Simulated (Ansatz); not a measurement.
# CoMo: the cost of one run

All numbers are computed with Ansatz 0.2.0 through its Python package. Level of theory: DFT r2SCAN, plane waves, PAW.

## Step 1: Starting point

CoMo P-6m2: Symmetry: P-6m2, No. 187, hexagonal system. Conventional cell: a = 2.695 Å, b = 2.695 Å, c = 4.184 Å, α = 90.00°, β = 90.00°, γ = 120.00°. Co (site symmetry -6m2) is surrounded by 6 Mo at 2.61 Å and 6 Co at 2.69 Å. Around Mo (site symmetry -6m2) lie 6 Co at 2.61 Å and 6 Mo at 2.69 Å.

MoRh P-6m2: It takes space group P-6m2 (No. 187, hexagonal). Conventional cell: a = 2.795 Å, b = 2.795 Å, c = 4.437 Å, α = 90.00°, β = 90.00°, γ = 120.00°. Around Mo (site symmetry -6m2) lie 6 Rh at 2.74 Å and 6 Mo at 2.80 Å. Rh (site symmetry -6m2) is surrounded by 6 Mo at 2.74 Å and 6 Rh at 2.80 Å.

MoPd P-6m2: The structure is hexagonal, space group P-6m2 (No. 187). Conventional cell: a = 2.794 Å, b = 2.794 Å, c = 4.566 Å, α = 90.00°, β = 90.00°, γ = 120.00°. Around Mo (site symmetry -6m2) lie 6 Mo at 2.79 Å and 6 Pd at 2.80 Å. Pd (site symmetry -6m2) has 6 Pd at 2.79 Å and 6 Mo at 2.80 Å as nearest neighbours.

The script holds or builds the structure itself.

## Step 2: The code

como.py

```python
"""Trends along isostructural compounds in space group P-6m2, after relaxing cells and atoms."""

import csv
import warnings

import ansatz
from ase import Atoms
import numpy as np

POLARISED = {"CoMo"}


def ground_state(name, crystal):
    calc = crystal.calculation()
    calc = calc.basis(20 * ansatz.Ha)
    calc = calc.functional("r2scan")
    calc = calc.kpoints(spacing=0.16)
    calc = calc.occupations("fermi_dirac", width=0.05)
    calc = calc.stress()
    calc = calc.band_table()
    if name in POLARISED:
        calc = calc.spin("collinear")
    calc = calc.relax(force_tolerance=0.01, max_steps=60, cell=True)
    return calc.run(threads=1, backend="cpu")


def volume_per_atom(outcome):
    return abs(np.linalg.det(outcome.lattice.cell_ang)) / len(outcome.lattice.sites)

warnings.simplefilter("ignore", ansatz.DeckWarning)

phases = {}
atoms = Atoms(
    ["Co", "Mo"],
    scaled_positions=[
        (2 / 3, 1 / 3, 0.5),
        (1 / 3, 2 / 3, 0.0),
    ],
    cell=[
        (2.69493, 0.0, 0.0),
        (-1.34746, 2.33388, 0.0),
        (0.0, 0.0, 4.18362),
    ],
    pbc=True,
)
atoms.set_initial_magnetic_moments([2.5, 0.0])
como = ansatz.Crystal.from_ase(atoms)
phases["CoMo"] = como
morh = (
    ansatz.Lattice.of((2.79543, 0.0, 0.0), (-1.39772, 2.42092, 0.0), (0.0, 0.0, 4.43737))
    .atom("Mo", (0.0, 0.0, 0.5))
    .atom("Rh", (1 / 3, 2 / 3, 0.0))
)
phases["MoRh"] = morh
mopd = (
    ansatz.Lattice.from_parameters(2.793896, 2.793896, 4.566371, alpha=90.0, beta=90.0, gamma=120.0)
    .atom("Mo", (2 / 3, 1 / 3, 0.5))
    .atom("Pd", (1 / 3, 2 / 3, 0.0))
)
phases["MoPd"] = mopd

done = {name: ground_state(name, crystal) for name, crystal in phases.items()}

rows = [(name, volume_per_atom(o), abs(o.report["magnetization_mub"])) for name, o in done.items()]
with open("trend.csv", "w", newline="") as handle:
    writer = csv.writer(handle)
    writer.writerow(["compound", "V (A^3/atom)", "M (muB/cell)"])
    writer.writerows([round(v, 4) if isinstance(v, float) else v for v in row] for row in rows)
print(open("trend.csv").read())
```

## Step 3: The calls as engine input

The package turns the script's settings into the engine's input (first run):

```yaml
crystal:
  lattice:
    - [2.69493, 0.0, 0.0]
    - [-1.34746, 2.33388, 0.0]
    - [0.0, 0.0, 4.18362]
  atoms:
    - { symbol: Co, position: [0.6666666666666666, 0.3333333333333333, 0.5], spin: 2.5 }
    - { symbol: Mo, position: [0.3333333333333333, 0.6666666666666666, 0.0], spin: 0.0 }
basis:
  ecutwfc: 544.22772491976
kpoints:
  mp_grid:
    kspacing: 0.16
hamiltonian:
  xc: r2scan
magnetization:
  spin_polarized: true
scf:
  occupations:
    method: fermi_dirac
    width: 0.05
relax:
  f_tol: 0.01
  max_steps: 60
  cell: {}
output:
  stress: true
  eigenvalues: true
```

## Step 4: The run

On the command line:

```console
$ python como.py
```

What time and memory should one allow on 1 thread of Arm Neoverse V1, shared host?

About 13 min, with a peak of 0.78 GiB.
